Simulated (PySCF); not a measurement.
# C8H8FN: excited states

Aim: compute the excited states of C8H8FN (`Cc1cc2c(c(F)c1N)C2`).

Computed with PySCF 2.14.0 and routines of our own; the level stands in each step. Atoms count from 0.

## (1) The system as given

18 atoms, charge 0, multiplicity 1; geometry from: GFN2-xTB.

## (2) Excited states: TDA BHandHLYP/def2-SVP

What the job is given:

```
{"job": {"kind": "states", "xc": "BHandHLYP", "basis": "def2-SVP", "tda": true, "soc": true, "nstates": 5, "ntriplets": 5, "nquad": 4}, "charge": 0, "multiplicity": 1}
C     -2.143974     0.975832    -0.115184
C     -0.719620     0.503575    -0.043974
C      0.326011     1.449625    -0.102559
C      1.570814     0.923495    -0.018370
C      1.843334    -0.425957     0.111049
C      0.869682    -1.351549     0.163177
F      1.073444    -2.694599     0.271627
C     -0.465287    -0.868937     0.083203
N     -1.496980    -1.780371     0.209155
C      2.996446     0.514409     0.054573
H     -2.641220     0.592396    -1.008386
H     -2.704850     0.640066     0.756590
H     -2.180511     2.060986    -0.151616
H      0.107303     2.501939    -0.203969
H     -2.371446    -1.535483    -0.224020
H     -1.228436    -2.744874     0.088592
H      3.555060     0.707894     0.964119
H      3.601473     0.537872    -0.845662
```

Method: TDA BHandHLYP/def2-SVP excited states, vertical, gas phase, spin-orbit mean-field couplings.

Command:

```bash
OMP_NUM_THREADS=1 python excited_run.py task.json out
```

One launch serves the whole session: the jobs run in the order shown.

The program printed:

```text
coarse grid: 15800 points
cycle   1  E = -463.4279396410  dE =  2.336e+00  |g| = 5.664e-01  |ddm| = 4.940e+00
cycle   2  E = -463.4445640244  dE = -1.662e-02  |g| = 5.523e-01  |ddm| = 1.182e+00
cycle   3  E = -463.5013195317  dE = -5.676e-02  |g| = 9.096e-02  |ddm| = 6.285e-01
cycle   4  E = -463.5028925210  dE = -1.573e-03  |g| = 4.985e-02  |ddm| = 1.698e-01
cycle   5  E = -463.5035323468  dE = -6.398e-04  |g| = 9.210e-03  |ddm| = 7.255e-02
cycle   6  E = -463.5035518880  dE = -1.954e-05  |g| = 2.721e-03  |ddm| = 1.697e-02
cycle   7  E = -463.5035539230  dE = -2.035e-06  |g| = 6.109e-04  |ddm| = 4.449e-03
final grid: 155240 points
cycle   8  E = -463.5567997271  dE = -2.601e-05  |g| = 3.346e-03  |ddm| = 4.181e-02
cycle   9  E = -463.5568003318  dE = -6.047e-07  |g| = 3.171e-03  |ddm| = 8.902e-03
cycle  10  E = -463.5568023898  dE = -2.058e-06  |g| = 3.735e-04  |ddm| = 4.221e-03
cycle  11  E = -463.5568024145  dE = -2.474e-08  |g| = 1.378e-04  |ddm| = 6.284e-04
cycle  12  E = -463.5568024185  dE = -4.041e-09  |g| = 5.330e-05  |ddm| = 2.317e-04
cycle  13  E = -463.5568024193  dE = -7.485e-10  |g| = 1.006e-05  |ddm| = 7.302e-05
converged SCF energy = -463.5568024193

Singlet excitations
state   eV       nm        f     d(h-e)  d(exc)  Lambda  PR(NTO)  |dmu|/D   mu/D   main configurations
  1   5.2766   235.0   0.09876   0.500   2.932   0.664   1.483    1.373    2.777   H->L 0.80, H-1->L+1 0.19
  2   5.8515   211.9   0.09151   0.269   2.858   0.810   1.468    0.682    2.231   H->L+1 0.79, H-1->L 0.15
  3   6.3906   194.0   0.00450   1.621   3.582   0.376   1.029    6.295    5.149   H->L+2 0.91
  4   7.1595   173.2   0.00420   0.922   2.699   0.474   1.065    2.119    1.786   H-2->L 0.78, H-2->L+1 0.16
  5   7.3298   169.2   0.07280   0.522   2.823   0.526   1.403                     H-2->L+1 0.52, H-1->L+1 0.12, H-2->L 0.12

Triplet excitations (Tamm-Dancoff)
state   eV     d(h-e)  d(exc)  Lambda  PR(NTO)   main configurations
  1   3.7093   0.103   2.614   0.810   1.387   H->L+1 0.79, H-1->L 0.13
  2   4.1565   0.562   2.897   0.664   1.040   H->L 0.94
  3   4.7986   0.199   2.682   0.852   1.396   H-1->L 0.81, H->L+1 0.16
  4   5.6762   0.154   2.694   0.675   1.065   H-1->L+1 0.95
  5   6.1018   1.522   3.423   0.374   1.041   H->L+2 0.85
S1 - T1 = 1.5673 eV

Spin-orbit couplings |<S|Hso|T>| (cm-1)
             T1       T2       T3       T4       T5
S0        0.617    0.392    0.240    0.436    7.492
S1        0.107    0.031    0.076    0.011    1.791
S2        0.187    0.059    0.066    0.105    2.494
S3        2.259    1.684    0.994    0.281    0.195
S4        1.536    0.427    4.139    2.066    0.154
S5        0.562    1.250    1.292    2.690    0.958
T1 sublevels (cm-1): 0.000 0.000 0.000   radiative rates (1/s): 0.021 0.000377 0.0418
```

It took 47 s on 1 thread of Arm Neoverse V1, shared host; peak memory 0.88 GiB.

Key values:

```
  quantity    value
S1 less T1  1.57 eV
```

The fields below are evaluated on a grid from the run's orbitals.

Frontier orbitals at BHandHLYP/def2-SVP, with the share of their density that lies nearest to each atom:

```
orbital  energy (eV)                              lies on
   HOMO        -6.54  C1, C3, C7 about 18 % each; N8 19 %
   LUMO         1.16  C1, C2, C5 about 19 % each; C4 15 %
```

ELF in a plane through or near 14 of the atoms.

Ten even steps from ' ' (0.00) to '@' (1.00):
```
                                                        
                                                        
                                                        
                      ::##%%--      ::..                
                      ##@@@@%%  ..%%@@@@==              
                      **@@@@@@  --@@@@@@++              
              ..--::..==%%@@**  --@@@@%%--              
            ::==####**%%--==**--++++..==--              
        ..==++++@@--%%******##::%%##::**++..            
        ::**==##--**##**..::--..==**--==::              
        ..--++++%%::--**....##%%**                      
          ..--##%%::::%%--%%----**==**%%##..            
            ..==****%%--%%++****%%::##@@@@**            
                    ..**##--  ::##++**++==..            
                  ::##**::%%  ::@@@@%%                  
                  ==##%%**%%....@@@@%%                  
                  ..--++**++..  ++##==                  
                                                        
                                                        
                                                        
```
The map spans 12.5 Å across and 10.8 Å up, centred on the molecule. Atoms in the plane (x, y in Å): C0 (2.1, 1.2), C1 (0.7, 0.6), C2 (-0.4, 1.4), C3 (-1.6, 0.8), C4 (-1.8, -0.6), C5 (-0.8, -1.4), F6 (-0.9, -2.8), C7 (0.5, -0.8), N8 (1.6, -1.7), C9 (-3.0, 0.3), H12 (2.0, 2.2), H13 (-0.3, 2.5), H14 (2.5, -1.3), H15 (1.4, -2.6).

On the surface of density 0.002 e/bohr³ the electrostatic potential runs, from the 1st to the 99th percentile, from -1.04 V near N8 to 1.64 V near H14.

## (3) Results

| quantity | value |
| --- | --- |
| S1 less T1 (step 2, TDA BHandHLYP/def2-SVP) | 1.57 eV |
| potential on the surface of density 0.002 e/bohr³, 1st and 99th percentile | -1.04 V and 1.64 V |

In words: In step 2, the number of triplets below S1 is 3, and the largest singlet-triplet spin-orbit coupling is S0–T5, 7.49 cm⁻¹.
